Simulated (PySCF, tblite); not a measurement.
# C6H6FP3: geometry, infrared bands and NMR shifts

Aim: predict the infrared bands and NMR shifts of C6H6FP3 (`Fc1pcpc(C2CC2)p1`).

Computed with tblite 0.8.0 and PySCF 2.14.0, with density-fitted response routines of our own, on a single molecule in the gas phase. Atoms are numbered from 0 throughout.

## Step 1: The starting structure

16 atoms, charge 0, multiplicity 1; geometry from: force field or distance geometry start.

Bonds of the start (Å): F0–C1 1.33, C1–P2 1.86, P2–C3 1.84, C3–P4 1.85, P4–C5 1.87, C5–C6 1.49, C6–C7 1.51, C7–C8 1.49, C5–P9 1.85, P9–C1 1.85, C8–C6 1.51, C3–H10 1.08, C6–H11 1.08, C7–H12 1.09, C7–H13 1.08, C8–H14 1.10, C8–H15 1.09.

## Step 2: Relaxing the molecule with GFN2-xTB

Job settings and geometry (Å):

```
{"job": {"kind": "relax", "xc": "GFN2-xTB", "basis": "xTB"}, "charge": 0, "multiplicity": 1}
F      1.769100     1.061200    -2.385800
C      1.941100    -0.195100    -1.983300
P      3.478400    -0.610100    -1.014600
C      2.718800    -0.241300     0.617300
P      1.355500    -1.331600     1.239600
C      0.121000    -0.805700    -0.058400
C     -0.812500     0.325900     0.217900
C     -2.275500     0.198500    -0.116300
C     -1.848400     0.200100     1.315300
P      0.477700    -1.306300    -1.802600
H      2.912800     0.697500     1.113300
H     -0.395300     1.315100     0.088400
H     -2.654700    -0.739800    -0.519500
H     -2.784800     1.069600    -0.510700
H     -2.073400     1.095000     1.906900
H     -1.937200    -0.724100     1.881100
```

Run with:

```sh
> OMP_NUM_THREADS=1 python probes_run.py task.json out
```

This one command runs all jobs of the session in turn.

**Question.** This job is followed by: GFN2-xTB harmonic vibrations, gas phase; GIAO PBE0/pcSseg-1 NMR shielding, non-relativistic, gas phase. Predict these results of the whole session: strongest single infrared mode (GFN2-xTB); zero-point energy (GFN2-xTB); ¹³C shifts against TMS (PBE0/pcSseg-1); ¹H shifts against TMS (PBE0/pcSseg-1); ¹⁹F shifts against CFCl3 (PBE0/pcSseg-1); ³¹P shifts against H3PO4 (PBE0/pcSseg-1).

The runs gave:

```
                                 quantity                                    value
strongest single infrared mode (GFN2-xTB)                     1123 cm⁻¹, 71 km/mol
             zero-point energy (GFN2-xTB)                            65.2 kcal/mol
   ¹³C shifts against TMS (PBE0/pcSseg-1)  203.2, 121.6, 102.7, 19.5, 9.4, 8.2 ppm
    ¹H shifts against TMS (PBE0/pcSseg-1)   8.88, 2.47, 1.13, 1.06, 0.66, 0.51 ppm
 ¹⁹F shifts against CFCl3 (PBE0/pcSseg-1)                               -161.3 ppm
 ³¹P shifts against H3PO4 (PBE0/pcSseg-1)                  362.0, 16.6, -124.1 ppm
```

Relaxing lowered the energy by 5.977 eV in 93 steps; the close pair that moved most is C1–C5, from 2.719 to 1.484 Å. The lowest mode is imaginary (26i cm⁻¹), so the xTB geometry is not a minimum. The strongest single mode, at 1123 cm⁻¹, is spread over many atoms; the largest shares are those of C1, C5. Unscaled tight-binding wavenumbers are off by several per cent, some by more. Its intensities can rank the bands wrongly. The structure rearranged or came apart on optimisation; the results belong to the end geometry, not to the formula as drawn. Shifts at one fixed geometry are not the observed spectrum, which averages over the motion. At PBE0/pcSseg-1: Shielding is most anisotropic at P9 (span 1517 ppm, paramagnetic term -665 ppm).
